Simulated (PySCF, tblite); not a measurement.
# C₇H₁₈BP: geometry, infrared bands and NMR shifts

Aim: predict the infrared bands and NMR shifts of C₇H₁₈BP (`[BH3-][P@+](C)(C=C)CC(C)C`).

Programs: tblite 0.8.0 and PySCF 2.14.0, with density-fitted response routines of our own. Each step states its level of theory. These are calculated values for one molecule in the gas phase, unless marked as measured. Atoms are numbered from 0 throughout.

**1. Starting geometry**

27 atoms, charge 0, multiplicity 1; geometry from: force field or distance geometry start.

Bonds of the start (Å): B0–P1 1.87, P1–C2 1.83, P1–C3 1.81, C3–C4 1.35, P1–C5 1.79, C5–C6 1.49, C6–C7 1.51, C6–C8 1.54, B0–H9 1.22, B0–H10 1.17, B0–H11 1.19, C2–H12 1.14, C2–H13 1.09, C2–H14 1.09, C3–H15 1.09, C4–H16 1.10, C4–H17 1.09, C5–H18 1.13, C5–H19 1.14, C6–H20 1.11, C7–H21 1.10, C7–H22 1.12, C7–H23 1.12, C8–H24 1.10, C8–H25 1.12, C8–H26 1.11.

**2. Geometry optimisation with GFN2-xTB**

The job: settings as JSON, then the geometry in Å.

```
{"job": {"kind": "relax", "xc": "GFN2-xTB", "basis": "xTB"}, "charge": 0, "multiplicity": 1}
B     -1.078400    -0.128600    -1.993100
P     -1.052700    -0.064600    -0.123000
C     -1.655000    -1.673500     0.495600
C     -2.217100     1.241000     0.342700
C     -2.579100     1.416800     1.631600
C      0.510200     0.415400     0.597200
C      1.702100    -0.401500     0.221800
C      1.987800    -0.410400    -1.259200
C      2.927400     0.280500     0.848900
H     -2.188800     0.252000    -2.333100
H     -0.339600     0.635400    -2.490400
H     -1.015800    -1.243200    -2.417800
H     -2.788700    -1.570500     0.456000
H     -1.383100    -1.884800     1.531300
H     -1.367400    -2.463200    -0.195300
H     -2.650100     1.897100    -0.407000
H     -3.290100     2.235600     1.814100
H     -2.191200     0.794100     2.435400
H      0.669900     1.498700     0.315300
H      0.402900     0.311900     1.723900
H      1.683000    -1.425400     0.652400
H      1.307000    -1.047500    -1.834100
H      3.062200    -0.693700    -1.434900
H      1.887000     0.647500    -1.602500
H      3.414000    -0.377200     1.591000
H      2.576500     1.193400     1.386100
H      3.647300     0.591200     0.059400
```

On the command line:

```console
OMP_NUM_THREADS=1 python probes_run.py task.json out
```

One launch serves the whole session: the jobs run in the order shown.

**Question.** This job is followed by: GFN2-xTB harmonic vibrations, gas phase; GIAO PBE0/pcSseg-1 NMR shielding, non-relativistic, gas phase. Predict these results of the whole session: strongest single infrared mode (GFN2-xTB); zero-point energy (GFN2-xTB); 13C shifts against TMS (PBE0/pcSseg-1); 1H shifts against TMS (PBE0/pcSseg-1, means over atoms taken as alike); 11B shifts against BF3·OEt2 (PBE0/pcSseg-1); 31P shifts against H3PO4 (PBE0/pcSseg-1).

**Answer**, as computed:

| quantity | value |
| --- | --- |
| strongest single infrared mode (GFN2-xTB) | 2413 cm⁻¹, 205 km/mol |
| zero-point energy (GFN2-xTB) | 144.2 kcal/mol |
| 13C shifts against TMS (PBE0/pcSseg-1) | 147.1, 131.0, 43.7, 28.9, 28.0, 24.4, 10.3 ppm |
| 1H shifts against TMS (PBE0/pcSseg-1, means over atoms taken as alike) | 6.57, 6.11, 5.79, 1.60, 1.57, 1.47, 1.33, 1.25, 1.06, 0.91 ppm |
| 11B shifts against BF3·OEt2 (PBE0/pcSseg-1) | -44.8 ppm |
| 31P shifts against H3PO4 (PBE0/pcSseg-1) | -6.0 ppm |

What this shows: Over 172 steps the energy fell by 1.174 eV; of the close pairs, P1–C5 changed most, 1.787 to 1.857 Å. The lowest mode is slightly imaginary (14i cm⁻¹), a soft motion within the noise of the Hessian, so the minimum is not strictly shown. The strongest single mode, at 2413 cm⁻¹, moves mainly H9. GFN2-xTB is a fitted tight-binding method: band positions and strengths are rough. Its intensities can rank the bands wrongly. The most deshielded carbon is C3 (alkene CH), at 147.1 ppm: as expected for a trigonal carbon in a double bond. H15 (hydrogen on an alkene CH) lies farthest downfield among hydrogen, at 6.57 ppm; a vinylic proton, deshielded by the sp2 carbon and the C=C anisotropy.
